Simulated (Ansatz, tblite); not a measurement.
# SnCl4: removing and adding an electron

The task here is to estimate one member of a computed series from the others.

Program: Ansatz 0.2.0, Gaussian basis. Level of theory: as each input shows. These are calculated values, not measurements.

The runs, in order: charge +1 doublet, at the geometry of the singlet (PBE0-D4/def2-TZVP, PBE-D4/def2-TZVP, r2SCAN-D4/def2-TZVP, CAM-B3LYP-D4/def2-TZVP, r2SCANh-D4/def2-TZVP, BLYP-D4/def2-TZVP, HSE06-D4/def2-TZVP, B97M-V/def2-TZVP); charge +1 doublet, relaxed (PBE0-D4/def2-TZVP, PBE-D4/def2-TZVP); charge -1 doublet, at the geometry of the singlet (PBE0-D4/def2-TZVPD, PBE-D4/def2-TZVPD, r2SCAN-D4/def2-TZVPD); charge -1 doublet, relaxed (PBE0-D4/def2-TZVPD, PBE-D4/def2-TZVPD); the starting singlet's energies come from earlier runs.

1 further run of the same task is left out (set aside as unsound or not needed).

### The geometry

The geometry is that of the singlet, from an earlier relaxation (B3LYP-D4/def2-SVP).

5 atoms, charge 0, spin multiplicity 1.

Atoms are counted from 1 here; the program's logs count them from 0.

Bond lengths: Sn1–Cl2 2.335 Å, Sn1–Cl3 2.335 Å, Sn1–Cl4 2.335 Å, Sn1–Cl5 2.335 Å. Angles: Cl2–Sn1–Cl3 109.5°, Cl2–Sn1–Cl4 109.5°, Cl2–Sn1–Cl5 109.5°, Cl3–Sn1–Cl4 109.5°, Cl3–Sn1–Cl5 109.5°, Cl4–Sn1–Cl5 109.5°.

Sn takes a core potential in the def2 sets. No spin-orbit coupling is included.

Set-up of the first run:

The input, in.yaml:

```yaml
crystal:
  periodic: [false, false, false]
  atoms:
    - {symbol: Sn, position_ang: [-0.000007, 0.000003, -0.000007]}
    - {symbol: Cl, position_ang: [0.010668, -0.017466, 2.334580]}
    - {symbol: Cl, position_ang: [2.197548, 0.010747, -0.788234]}
    - {symbol: Cl, position_ang: [-1.108291, 1.909504, -0.758881]}
    - {symbol: Cl, position_ang: [-1.099917, -1.902789, -0.787458]}
basis:
  gaussian: {orbitals: def2-SVP}
total_charge: 1
magnetization: {spin_polarized: true, initial_magnetization: 1}
hamiltonian: {xc: pbe0, dispersion: d4}
output: {orbitals: {seedname: orbitals}}
```

Run with:

```console
> ansatz run in.yaml --threads 2 --pin off --events-out ev --progress --plain --max-ram 4352MiB
```

Steps of the session up to this table: Charge +1 doublet at the fixed geometry, first pass, PBE0-D4/def2-SVP; Charge +1 doublet at the fixed geometry, PBE0-D4/def2-TZVP; Charge +1 doublet at the fixed geometry, PBE-D4/def2-TZVP; Charge +1 doublet at the fixed geometry, r2SCAN-D4/def2-TZVP; Charge +1 doublet at the fixed geometry, CAM-B3LYP-D4/def2-TZVP; Charge +1 doublet at the fixed geometry, r2SCANh-D4/def2-TZVP; Charge +1 doublet at the fixed geometry, BLYP-D4/def2-TZVP; Charge +1 doublet at the fixed geometry, HSE06-D4/def2-TZVP; Charge +1 doublet at the fixed geometry, B97M-V/def2-TZVP.

One of the session's tables, all rows but one given; the rest of the session is left out.

It belongs to the step «Vertical ionisation energy». Beside −ε(HOMO) of the starting state:

| level | −ε(HOMO) (eV) | by difference (eV) | mismatch (eV) |
| --- | --- | --- | --- |
| PBE-D4/def2-TZVP | 8.30 | 10.87 | -2.57 |
| BLYP-D4/def2-TZVP | 8.12 | 10.70 | -2.58 |
| r2SCAN-D4/def2-TZVP | 8.71 | 11.21 | -2.50 |
| B97M-V/def2-TZVP | 8.78 | 11.29 | -2.51 |
| r2SCANh-D4/def2-TZVP | ? | ? | ? |
| PBE0-D4/def2-TZVP | 9.77 | 11.61 | -1.83 |
| HSE06-D4/def2-TZVP | 9.37 | 11.56 | -2.19 |
| CAM-B3LYP-D4/def2-TZVP | 11.15 | 12.05 | -0.90 |

**Question.** Estimate the row for r2SCANh-D4/def2-TZVP.

As computed: −ε(HOMO) (eV): 9.24; by difference (eV): 11.45; mismatch (eV): -2.22. In the column «−ε(HOMO) (eV)» it lies between B97M-V/def2-TZVP (8.78) and HSE06-D4/def2-TZVP (9.37).

To keep in mind: The anion's highest level is positive in at least one run, so there the basis alone may hold the extra electron.
